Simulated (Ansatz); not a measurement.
Runs of Ansatz 0.2.0 on GaB. The structure is tetragonal, space group P4/mmm (No. 123). Conventional cell: a = 2.718 Å, b = 2.718 Å, c = 3.236 Å, α = 90.00°, β = 90.00°, γ = 90.00°. Ga (site symmetry 4/mmm) is surrounded by 8 B at 2.51 Å and 4 Ga at 2.72 Å. B (site symmetry 4/mmm) is surrounded by 8 Ga at 2.51 Å and 4 B at 2.72 Å. The cell was built by a generator and needn't be a form met in nature.

| level | screening (1/Å) | share of exact exchange | gap on the mesh (eV) | pressure (GPa) |
| --- | --- | --- | --- | --- |
| HSE06 form with a typed share of exact exchange | 0.2 | 0.25 | none | (a) |
| HSE06 form with a typed share of exact exchange | 0.2 | 0.4 | none | (c) |
| PBE0 | - | - | none | -4.7 |
| HSE06 form with a typed share of exact exchange | 0.2 | 0.5 | none | -6.1 |
| HSE06 form with a typed share of exact exchange | 0.2 | 0.2 | none | -3.7 |
| HSE06 form with a typed share of exact exchange | 0.2 | 0.1 | none | -2.8 |
| HSE06 form with a typed share of exact exchange | 0.2 | 0.15 | none | -3.3 |
| HSE06 form with a typed share of exact exchange | 0.2 | 0.05 | none | (b) |

Alike in all rows: task single point; potentials or basis Ansatz PAW; no spin polarisation; cell as given; k mesh 5 × 5 × 4; cutoff (eV) 420; smearing fermi-dirac 0.05 eV; the mesh is coarse, so values aren't converged.

**Question.** Fill in the values left out.

**Answer.** (a) -4.2; (b) -2.4; (c) -5.4.

Caveats: all runs use coarse meshes; the PAW data sets come from PBE, with cores solved anew for the run's functional, which leaves a small shift of forces and pressure; the thresholds are loose for stress.

A k mesh can miss the band edges, and the runs leave out spin-orbit coupling on Ga.

A gap of «none» marks a metal or a gap under the smearing width.
